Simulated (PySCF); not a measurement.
**SiClF2 (SMILES F[Si](F)Cl) at USVWN5/STO-6G**

What is the energy change on altering one bond length of SiClF2 at USVWN5/STO-6G? The job is set up through a Python script.

The results are computed with PySCF 2.14.0.

9 further runs of the same task are left out: 1 that didn't finish, 8 set aside as unsound or not needed.

## Step 1: The system as given

SiClF2: 4 atoms, total charge 0, spin state doublet. SMILES: `F[Si](F)Cl`. The shape is that of a PBE0-D4/def2-TZVP optimisation.

Bond lengths: F1–Si2 1.585 Å, Si2–F3 1.585 Å, Si2–Cl4 2.036 Å. Angles: F1–Si2–F3 107.0°, F1–Si2–Cl4 108.9°, F3–Si2–Cl4 108.9°.

## Step 2: A single-point energy at USVWN5/STO-6G

File input.py:

```python
from pyscf import gto, dft

system = gto.M(
    atom='''
F      2.472140     0.243775     1.508001
Si     0.418007    -0.598098    -0.502100
F     -1.647463    -2.187169     0.973020
Cl    -1.242684     2.541493    -1.979110
''',
    basis='sto-6g',
    spin=1,
    charge=0,
    max_memory=1860,
    verbose=3,
    unit='bohr',
)

mf = dft.UKS(system)
mf.xc = 'svwn'
mf.grids.level = 5
mf.conv_tol = 1e-10
mf.kernel()
if not mf.converged:
    mf = mf.newton().run(mf.mo_coeff, mf.mo_occ)

e_final = mf.e_tot
print('E(%s) = %.9f' % ('SVWN5', e_final))
```

The run is started by

```console
$ OMP_NUM_THREADS=1 python input.py
```

Standard output:

```text
converged SCF energy = -941.69612183887  <S^2> = 0.75033192  2S+1 = 2.0003319
E(SVWN5) = -941.696121839
```

It took 5.1 s on 1 thread of Arm Neoverse V1, shared host; peak memory 0.15 GiB.

## Step 3: The distorted shape, same level

File run.py:

```python
from pyscf import gto, dft

mol = gto.M(
    atom='''
F      1.851731     0.351763     1.329880
Si     0.221200    -0.316500    -0.265700
F     -0.871800    -1.157400     0.514900
Cl    -0.657600     1.344900    -1.047300
''',
    verbose=3,
    spin=1,
    max_memory=1860,
    charge=0,
    basis='sto-6g',
)

mf = dft.UKS(mol, xc='svwn')
mf.conv_tol = 1e-10
mf.grids.level = 5
mf.kernel()
if not mf.converged:
    mf = mf.newton().run(mf.mo_coeff, mf.mo_occ)

etot = mf.e_tot
print('E(%s) = %.9f' % ('SVWN5', etot))
```

The run is started by

```console
$ OMP_NUM_THREADS=1 python run.py
```

Standard output:

```text
WARN: HOMO 0.0151037881401722 >= LUMO 0.0157281825995271

converged SCF energy = -941.593441503705  <S^2> = 0.7544845  2S+1 = 2.0044795
E(SVWN5) = -941.593441504
```

It took 11 s on 1 thread of Arm Neoverse V1, shared host; peak memory 0.15 GiB.

## Step 4: Summary of results

At USVWN5/STO-6G:

```
                                                          quantity          value
                                         first shape: total energy  -941.69612 Eh
                                        first shape: dipole moment         2.39 D
                   first shape: HOMO energy (highest over α and β)       -2.07 eV
                    first shape: LUMO energy (lowest over α and β)       -1.11 eV
                                                 first shape: ⟨S²⟩          0.750
                                     distorted shape: total energy  -941.59344 Eh
                                    distorted shape: dipole moment         2.10 D
               distorted shape: HOMO energy (highest over α and β)       -2.14 eV
                distorted shape: LUMO energy (lowest over α and β)       -2.00 eV
                                             distorted shape: ⟨S²⟩          0.754
energy change with the F1–Si2 bond stretched from 1.585 to 2.377 Å       2.794 eV
```

With the F1–Si2 bond stretched from 1.585 to 2.377 Å the energy rises by 2.79 eV (64 kcal/mol). The first shape isn't relaxed at this level, so the change isn't measured from a minimum. The minimal basis adds a large error of its own. Mulliken charges (first shape) run from -0.34 on Cl4 to +0.69 on Si2; they depend strongly on the basis. Mulliken charges (distorted shape) run from -0.32 on Cl4 to +0.56 on Si2; they depend strongly on the basis.
